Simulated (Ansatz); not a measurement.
**MnPt: further runs on the relaxed cell**

The task here is to estimate one member of a computed series from the others.

Computed with Ansatz 0.2.0 (DFT r2SCAN, scalar-relativistic, plane waves, PAW, unless a step's input says otherwise).

1 further run of the same task is left out (set aside as unsound or not needed).

## The system as given

The structure is tetragonal, space group P4/mmm (No. 123). Conventional cell: a = 2.935 Å, b = 2.935 Å, c = 3.475 Å, α = 90.00°, β = 90.00°, γ = 90.00°. Around Mn (site symmetry 4/mmm) lie 8 Pt at 2.71 Å and 4 Mn at 2.94 Å. Around Pt (site symmetry 4/mmm) lie 8 Mn at 2.71 Å and 4 Pt at 2.94 Å.

Coordinates:

```xyz
2
Lattice="2.9353 0.0000 0.0000 0.0000 2.9353 0.0000 0.0000 0.0000 3.4752" Properties=species:S:1:pos:R:3 pbc="T T T"
Mn    0.0000    0.0000    0.0000
Pt    1.4676    1.4676    1.7376
```

This cell was relaxed beforehand with the same method: volume 14.97 Å³/atom, gap on the mesh none (metal), site moments up to 4.1 μB.

The first run:

The input, input.yaml:

```yaml
crystal:
  lattice:
    - [2.9056082564, 0.0, 0.0]
    - [0.0, 2.9056082564, 0.0]
    - [0.0, 0.0, 3.4401023745]
  atoms:
    - { symbol: Mn, position: [0.0, 0.0, 0.0], spin: 4.48 }
    - { symbol: Pt, position: [0.5, 0.5, 0.5], spin: 0.43 }
basis:
  ecutwfc: 500
kpoints:
  mp_grid: { grid: [14, 14, 12] }
hamiltonian:
  xc: r2scan
scf:
  occupations: { method: gaussian, width: 0.1 }
output:
  forces: true
  stress: true
  eigenvalues: true
  populations: true
magnetization:
  spin_polarized: true
relax:
  adjacent_minimum: "off"
  f_tol: 0.01
  max_steps: 30
  cell: { stress_tol: 0.1, fix: [volume] }
```

Started as:

```sh
> ansatz run input.yaml --threads 1 --pin off --max-ram 2560MiB --backend cpu --events-out ev --progress --plain --runs-dir out
```

Steps of the session up to this table: Point at V/V0 = 0.97; The cell scaled to 1.03 of its volume; The cell scaled to 0.94 of its volume; Volume × 1.06; Point at V/V0 = 0.91; Volume × 1.10; The cell scaled to 0.88 of its volume.

One table of the session follows, with a row left open; its other results are not shown here.

It belongs to the step «Equation of state». 

| volume (Å³/atom) | energy above the lowest point (meV/atom) | pressure (GPa) | largest moment (μB) |
| --- | --- | --- | --- |
| 13.174 | 159.8 | 32.46 | 3.90 |
| 13.623 | 83.8 | 22.03 | 3.94 |
| 14.073 | 34.6 | 13.29 | 3.99 |
| 14.522 | 8.0 | 6.02 | 4.03 |
| 14.971 | 0.0 | 0.02 | 4.07 |
| 15.420 | 7.3 | -4.80 | 4.12 |
| 15.869 | ? | ? | ? |
| 16.468 | 66.9 | -12.98 | 4.23 |

**Question.** Estimate the row for volume (Å³/atom) = 15.869.

Worked estimate for «energy above the lowest point (meV/atom)». A straight line through the neighbours (15.420, 7.3) and (16.468, 66.9) gives 7.3 + (66.9 − 7.3) × (15.869 − 15.420) / (16.468 − 15.420) = 32.8; a parabola fitted to 3 rows on both sides gives 25.5.

As computed: energy above the lowest point (meV/atom): 26.3; pressure (GPa): -8.65; largest moment (μB): 4.17. In «energy above the lowest point (meV/atom)» the line misses by +6.5 and the parabola by -0.8.

To keep in mind: The magnetic state reached may not be the lowest one.
